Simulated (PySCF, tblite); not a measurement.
**C₅H₁₁B₂ radical: geometry, infrared bands and EPR parameters**

Wanted: the infrared bands and EPR parameters of C₅H₁₁B₂ radical (`CBCB[C]1CC1`), by calculation.

Computed with tblite 0.8.0 and PySCF 2.14.0, with density-fitted response routines of our own, on a single molecule in the gas phase. Atoms are numbered from 0 throughout.

**1. The starting structure**

18 atoms, charge 0, multiplicity 2; geometry from: force field or distance geometry start.

Bonds of the start (Å): C0–B1 1.60, B1–C2 1.57, C2–B3 1.60, B3–C4 1.60, C4–C5 1.52, C5–C6 1.51, C6–C4 1.51, C0–H7 1.11, C0–H8 1.11, C0–H9 1.12, B1–H10 1.18, C2–H11 1.11, C2–H12 1.10, B3–H13 1.18, C5–H14 1.10, C5–H15 1.12, C6–H16 1.11, C6–H17 1.11.

**2. Optimising the geometry with GFN2-xTB**

What the job is given:

```
{"job": {"kind": "relax", "xc": "GFN2-xTB", "basis": "xTB"}, "charge": 0, "multiplicity": 2}
C      2.531300    -0.739600     0.503800
B      1.762200     0.662900     0.427300
C      0.800200     0.988900    -0.769700
B     -0.679700     1.257900    -0.230500
C     -1.910800     0.349500    -0.701600
C     -1.747000    -1.115600    -0.325700
C     -2.683700    -0.230100     0.463100
H      3.160900    -0.769400     1.420100
H      3.169600    -0.858500    -0.391400
H      1.776200    -1.561600     0.543600
H      1.936500     1.456300     1.288900
H      1.148000     1.900400    -1.291500
H      0.775900     0.149400    -1.483800
H     -0.874600     2.163700     0.498200
H     -2.267400    -1.817100    -0.995000
H     -0.828100    -1.400000     0.250400
H     -3.754600    -0.427300     0.256400
H     -2.323400    -0.003500     1.492300
```

The run is started by

```sh
$ OMP_NUM_THREADS=1 python probes_run.py task.json out
```

One launch serves the whole session: the jobs run in the order shown.

**Question.** This job is followed by: GFN2-xTB harmonic vibrations, gas phase; UKS B3LYP, pcH-1 on B C H, non-relativistic, mean-field spin-orbit, GIAO. Predict these results of the whole session: strongest single infrared mode (GFN2-xTB); zero-point energy (GFN2-xTB); g(iso) (B3LYP); ⟨S²⟩; largest a(iso) (averaged by class); potential on the surface of density 0.002 e/bohr³, 1st and 99th percentile.

The runs gave:

| quantity | value |
| --- | --- |
| strongest single infrared mode (GFN2-xTB) | 1180 cm⁻¹, 268 km/mol |
| zero-point energy (GFN2-xTB) | 91.2 kcal/mol |
| g(iso) (B3LYP) | 2.00264 |
| ⟨S²⟩ | 0.754 (exact 0.75) |
| largest a(iso) (averaged by class) | 1H on H14, H15, H16, H17, 67.6 MHz |
| potential on the surface of density 0.002 e/bohr³, 1st and 99th percentile | -0.45 V and 0.93 V |

**Reading.** Relaxing lowered the energy by 1.283 eV in 135 steps; the close pair that moved most is B3–C4, from 1.601 to 1.474 Å. All 48 modes are real, so the xTB geometry is a minimum. The strongest single mode, at 1180 cm⁻¹, moves mainly B1. GFN2-xTB is a fitted tight-binding method: band positions and strengths are rough. Its intensities can rank the bands wrongly. C4 carries the largest spin population, 0.77 e. The isotropic g lies 0.3 ppt above the free-electron value. These values are for one conformer; the search (at its own cheap level) found 2 more, at 0.00, 0.21 kcal/mol (those within 0.05 may be mirror or relabelled copies), and measured spectra average over such forms.
